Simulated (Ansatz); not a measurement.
# ClTi: the cost of one run

Method: def2-TZVPP, all electrons in the functionals, frozen cores in the correlation of double hybrids and RPA; program: Ansatz 0.2.0, Gaussian basis.

To be run: PBE, r2SCAN, PBE0, B3LYP, wB97M-V, B2PLYP, RPA-PBE, at charge 1, singlet; charge 1, triplet.

7 further runs of the same task are left out: 4 for a known fault of the program, 3 set aside as unsound or not needed.

**1. The system**

The geometry is a PBE0/def2-TZVP stationary point (not a proven minimum).

2 atoms, charge 1, spin multiplicity 1.

Atoms are counted from 1 here; the program's logs count them from 0.

Bond lengths: Ti1–Cl2 2.134 Å.

Geometry (Å):

```xyz
2
ClTi
Ti    0.0000    0.0000    0.0000
Cl    0.0000    0.0000    2.1342
```

No dispersion term is added; wB97M-V holds VV10 nonlocal correlation. B3LYP takes the VWN-RPA correlation.

The geometry shown and the zero of energy belong to the point charge 1, singlet. The yardstick, UCCSD(T), and other wave-function levels (R restricted, U unrestricted, valence and pair active spaces) come from earlier runs.

**2. PBE, charge 1, singlet**

File in.yaml:

```yaml
crystal:
  periodic: [false, false, false]
  atoms:
    - {symbol: Ti, position_ang: [0.000000, 0.000000, 0.000000]}
    - {symbol: Cl, position_ang: [0.000000, 0.000000, 2.134200]}
basis:
  gaussian: {orbitals: def2-TZVPP}
total_charge: 1
magnetization: {spin_polarized: true, initial_magnetization: 0}
hamiltonian: {xc: {name: PBE}}
output: {orbitals: {seedname: orbitals}}
```

Command:

```bash
$ ansatz run in.yaml --threads 1 --pin off --events-out ev --progress --plain --max-ram 4096MiB --backend cpu
```

**Question.** How long does this run take on 1 thread of AMD EPYC 7R13, shared host, and how much memory does it need?

About 58 s, with a peak of 0.26 GiB.
